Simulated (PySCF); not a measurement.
# C₄H₁₃BS: electronic excitations at several levels of theory

Aim: compute the electronic excitations of C₄H₁₃BS (`C[BH2-][S@@+](C)CC`) at several levels, and see how far they spread and what each costs.

The runs use PySCF 2.14.0, with density-fitted response routines of our own; the level of theory stands in each step. All values are computed, except where a source is named. Atoms count from 0, in the outputs and in this text.

### Step 1. The molecule as given

19 atoms, charge 0, multiplicity 1; geometry from: GFN2-xTB. The atoms were then displaced at random by about 0.03 Å, so the start is not that level's minimum.

Bonds of the start (Å): C0–B1 1.66, B1–S2 2.04, S2–C3 1.82, S2–C4 1.80, C4–C5 1.54, C0–H6 1.05, C0–H7 1.19, C0–H8 1.11, B1–H9 1.19, B1–H10 1.17, C3–H11 1.06, C3–H12 0.95, C3–H13 1.22, C4–H14 1.06, C4–H15 1.04, C5–H16 1.10, C5–H17 1.09, C5–H18 1.11.

### Step 2. Optimising the geometry at PBE0-D3(BJ)/def2-SVP

The job: settings as JSON, then the geometry in Å.

```
{"job": {"xc": "PBE0", "basis": "def2-SVP", "d3": "d3bj", "grid": 1, "shake": 0.03, "kind": "geom"}, "charge": 0, "multiplicity": 1}
C      2.925580    -0.240510     0.028830
B      1.457680    -0.826730    -0.489830
S     -0.036800    -0.069830     0.682750
C      0.007140     1.652720     0.089080
C     -1.456820    -0.795510    -0.150330
C     -2.764300    -0.287400     0.486300
H      3.718170    -0.560610    -0.576540
H      2.942910     0.937690    -0.101650
H      3.080270    -0.383000     1.115090
H      1.370040    -1.988030    -0.250550
H      1.097990    -0.484960    -1.544540
H     -0.072080     1.646220    -0.965780
H      0.696170     2.202640     0.439900
H     -1.042040     2.119230     0.510630
H     -1.394280    -0.562830    -1.177480
H     -1.335400    -1.809630     0.023280
H     -2.891070     0.797920     0.334490
H     -3.613610    -0.808300     0.047590
H     -2.771920    -0.527120     1.568450
```

Started as:

```sh
OMP_NUM_THREADS=1 python probes_run.py task.json out
```

One launch serves the whole session: the jobs run in the order shown.

Output:

```text
step   0  E = -582.61891166  max force = 0.190282
step   1  E = -582.66726337  max force = 0.013908
step   2  E = -582.66908851  max force = 0.002966
step   3  E = -582.66934492  max force = 0.001292
step   4  E = -582.66937220  max force = 0.000698
step   5  E = -582.66938510  max force = 0.000276
optimisation converged
```

Wall time 56 s (1 thread of Arm Neoverse V1, shared host); peak memory 0.65 GiB.

Step by step:

```
step  energy from step 0 (eV)  largest force component (eV/Å)
   0                   0.0000                          9.7847
   1                  -1.3157                          0.7152
   2                  -1.3654                          0.1525
   3                  -1.3724                          0.0664
   4                  -1.3731                          0.0359
   5                  -1.3735                          0.0142
```

Close pairs (by a distance rule), those that changed most:

```
  bond  before (Å)  after (Å)  change (Å)
C3–H12       0.949      1.098      +0.149
C3–H13       1.223      1.098      -0.125
 C0–H7       1.186      1.104      -0.081
C4–H15       1.036      1.100      +0.064
 B1–S2       2.045      1.982      -0.063
B1–H10       1.166      1.229      +0.063
 C0–B1       1.664      1.607      -0.057
 C0–H6       1.047      1.103      +0.056
```

The end geometry stands in the next job.

```
                         at the end point                value
  point group (found at 0.08 Å tolerance)                   C1
rotational constants (GHz, main isotopes)  5.355, 1.519, 1.315
                        dipole moment (D)                 4.70
```

### Step 3. TDDFT and polarisability: CAM-B3LYP/def2-SVPD

The job: settings as JSON, then the geometry in Å.

```
{"job": {"kind": "uv", "xc": "CAM-B3LYP", "basis": "def2-SVPD", "ip": true}, "charge": 0, "multiplicity": 1}
C      2.861255    -0.157169     0.037227
B      1.474541    -0.805709    -0.451369
S      0.014374    -0.042299     0.649475
C     -0.092141     1.666058     0.097007
C     -1.454535    -0.760141    -0.129417
C     -2.761436    -0.326468     0.500796
H      3.678046    -0.621145    -0.541399
H      2.942672     0.929280    -0.141621
H      3.088818    -0.342632     1.100595
H      1.330606    -1.994750    -0.184273
H      1.120101    -0.528097    -1.594728
H     -0.098194     1.697086    -1.001897
H      0.806890     2.173463     0.469717
H     -0.981479     2.153763     0.517136
H     -1.395108    -0.527054    -1.204064
H     -1.289503    -1.843238    -0.028731
H     -2.939393     0.753211     0.383691
H     -3.600433    -0.849086     0.016834
H     -2.787450    -0.563115     1.574710
```

With the program's defaults for keys left out, this is: TDDFT CAM-B3LYP/def2-SVPD, vertical, gas phase, core orbitals frozen in the response.

Output:

```text
coarse grid: 15120 points
cycle   1  E = -582.8037772361  dE =  3.519e-01  |g| = 3.773e-01  |ddm| = 5.712e+00
cycle   2  E = -582.8227750880  dE = -1.900e-02  |g| = 3.168e-01  |ddm| = 1.359e+00
cycle   3  E = -582.8513181858  dE = -2.854e-02  |g| = 3.491e-02  |ddm| = 5.241e-01
cycle   4  E = -582.8516460002  dE = -3.278e-04  |g| = 1.581e-02  |ddm| = 8.689e-02
cycle   5  E = -582.8517126063  dE = -6.661e-05  |g| = 3.549e-03  |ddm| = 3.101e-02
cycle   6  E = -582.8517162774  dE = -3.671e-06  |g| = 9.977e-04  |ddm| = 8.364e-03
final grid: 137624 points
cycle   7  E = -582.9271223428  dE = -3.839e-05  |g| = 4.052e-03  |ddm| = 9.461e-02
cycle   8  E = -582.9271231059  dE = -7.630e-07  |g| = 3.785e-03  |ddm| = 1.518e-02
cycle   9  E = -582.9271267257  dE = -3.620e-06  |g| = 1.853e-04  |ddm| = 5.069e-03
cycle  10  E = -582.9271267348  dE = -9.062e-09  |g| = 1.358e-04  |ddm| = 8.957e-04
cycle  11  E = -582.9271267399  dE = -5.046e-09  |g| = 1.734e-05  |ddm| = 2.680e-04
cycle  12  E = -582.9271267400  dE = -1.185e-10  |g| = 6.734e-06  |ddm| = 5.893e-05
converged SCF energy = -582.9271267400

Static polarisability (au): isotropic 90.716, principal 76.507 88.215 107.427

Singlet excitations
state   eV       nm        f      main configurations
  1   6.8479    181.1   0.01388   H->L+1 0.47, H-1->L+1 0.16
  2   7.4074    167.4   0.01692   H->L 0.36, H->L+1 0.20, H-1->L 0.14
  3   7.4601    166.2   0.02129   H->L 0.35, H-1->L+1 0.29, H->L+3 0.12
  4   7.6290    162.5   0.05051   H->L+3 0.47, H->L+2 0.15, H->L+5 0.10
  5   7.7612    159.7   0.11301   H->L+2 0.33, H-1->L 0.25, H->L+3 0.09
  6   7.8308    158.3   0.07001   H-2->L+1 0.53, H-2->L 0.15
  7   7.9507    155.9   0.03082   H-1->L+3 0.36, H->L+2 0.24, H-1->L+2 0.11
  8   7.9734    155.5   0.06758   H-1->L 0.39, H->L+2 0.13, H->L+3 0.12
  9   8.2261    150.7   0.01099   H-2->L+3 0.26, H-2->L 0.19, H-2->L+1 0.16
 10   8.2860    149.6   0.00200   H->L+5 0.39, H-2->L 0.19

Triplet excitations (Tamm-Dancoff, eV): 6.2933 6.8128 7.1834 7.2641
Vertical ionisation energy (delta-SCF) = 9.7049 eV
```

Wall time 4.9 min (1 thread of Arm Neoverse V1, shared host); peak memory 1.1 GiB.

The orbitals next to the gap, with their largest atomic shares:

```
orbital      eV                       atoms
 HOMO−3  -10.67   S2 33 %, C0 15 %, C4 11 %
 HOMO−2   -9.55   C0 37 %, B1 26 %, S2 10 %
 HOMO−1   -9.26   B1 27 %, H9 22 %, S2 22 %
   HOMO   -8.91  B1 28 %, S2 25 %, H10 23 %
   LUMO    0.96   S2 22 %, C5 13 %, C3 11 %
 LUMO+1    1.19     S2 47 %, C4 7 %, C5 7 %
 LUMO+2    1.45   S2 66 %, H14 6 %, H11 5 %
```

With each of the 10 states as a Gaussian band of 0.4 eV half-width at 1/e, the curve within the window shown has maxima at 159 nm (ε 13,000) L/(mol cm). Beyond the last state computed it falls off for lack of states. The curve at chosen wavelengths:

```tsv
nm	ε (L/mol/cm)
144	759
146	1648
148	3135
150	5257
153	9109
155	11414
157	12887
159	13219
161	12424
163	10795
166	7700
168	5733
170	4099
172	2865
174	2007
176	1448
179	975
181	793
183	656
185	538
187	430
189	331
192	207
194	143
196	95
198	60
```

Further results of this job:

```
           property  computed
  dipole moment (D)      4.65
polarisability (Å³)     13.44
 HOMO–LUMO gap (eV)      9.88
      −ε(HOMO) (eV)      8.91
```

### Step 4. TDDFT and polarisability: wB97X-D/def2-SVPD

Settings changed since step 3:

```diff
@@ -1,2 +1,2 @@
-{"job": {"kind": "uv", "xc": "CAM-B3LYP", "basis": "def2-SVPD", "ip": true}, "charge": 0, "multiplicity": 1}
+{"job": {"kind": "uv", "xc": "wB97X-D", "basis": "def2-SVPD", "ip": true}, "charge": 0, "multiplicity": 1}
 C      2.861255    -0.157169     0.037227
```

With the program's defaults for keys left out, this is: TDDFT wB97X-D/def2-SVPD, vertical, gas phase, core orbitals frozen in the response.

Output:

```text
coarse grid: 15120 points
cycle   1  E = -582.8792768250  dE =  3.953e-01  |g| = 3.451e-01  |ddm| = 5.297e+00
cycle   2  E = -582.9032957301  dE = -2.402e-02  |g| = 2.498e-01  |ddm| = 1.219e+00
cycle   3  E = -582.9205654610  dE = -1.727e-02  |g| = 3.233e-02  |ddm| = 4.465e-01
cycle   4  E = -582.9209085901  dE = -3.431e-04  |g| = 1.236e-02  |ddm| = 8.601e-02
cycle   5  E = -582.9209511719  dE = -4.258e-05  |g| = 3.136e-03  |ddm| = 2.832e-02
cycle   6  E = -582.9209545667  dE = -3.395e-06  |g| = 8.590e-04  |ddm| = 8.858e-03
final grid: 137624 points
cycle   7  E = -582.9870939252  dE = -1.260e-04  |g| = 5.059e-03  |ddm| = 1.695e-01
cycle   8  E = -582.9870984828  dE = -4.558e-06  |g| = 3.472e-03  |ddm| = 2.376e-02
cycle   9  E = -582.9871015948  dE = -3.112e-06  |g| = 5.089e-04  |ddm| = 6.948e-03
cycle  10  E = -582.9871016967  dE = -1.020e-07  |g| = 2.048e-04  |ddm| = 1.987e-03
cycle  11  E = -582.9871017097  dE = -1.291e-08  |g| = 4.514e-05  |ddm| = 5.212e-04
cycle  12  E = -582.9871017107  dE = -1.011e-09  |g| = 1.324e-05  |ddm| = 1.902e-04
cycle  13  E = -582.9871017107  dE = -7.390e-11  |g| = 5.330e-06  |ddm| = 5.286e-05
converged SCF energy = -582.9871017107

Static polarisability (au): isotropic 90.705, principal 76.493 88.154 107.468

Singlet excitations
state   eV       nm        f      main configurations
  1   6.8921    179.9   0.01317   H->L+1 0.43, H-1->L+1 0.16, H->L 0.11
  2   7.4667    166.0   0.00530   H-1->L+1 0.36, H->L+1 0.24, H-1->L 0.12
  3   7.6445    162.2   0.00617   H->L 0.37, H->L+3 0.31, H->L+1 0.09
  4   7.7316    160.4   0.09566   H->L+3 0.29, H->L 0.25, H->L+5 0.09
  5   7.8977    157.0   0.08198   H-2->L+1 0.46, H-2->L 0.17, H-1->L+3 0.09
  6   7.9110    156.7   0.12614   H->L+2 0.27, H-1->L+3 0.12, H-1->L 0.10
  7   8.0570    153.9   0.04183   H->L+2 0.32, H-1->L+3 0.31
  8   8.2095    151.0   0.05847   H-1->L 0.38, H->L+2 0.12, H-1->L+2 0.10
  9   8.3772    148.0   0.01414   H-2->L+3 0.37, H-2->L+2 0.15, H->L+5 0.09
 10   8.4679    146.4   0.00215   H->L+5 0.43, H-1->L+2 0.09, H-2->L 0.08

Triplet excitations (Tamm-Dancoff, eV): 6.3956 6.9620 7.2381 7.5407
Vertical ionisation energy (delta-SCF) = 9.6522 eV
```

Wall time 4.5 min (1 thread of Arm Neoverse V1, shared host); peak memory 1 GiB.

Key values: HOMO -9.39 eV, LUMO 1.93 eV; lowest singlet 6.89 eV.

[end of part 1 of 2]
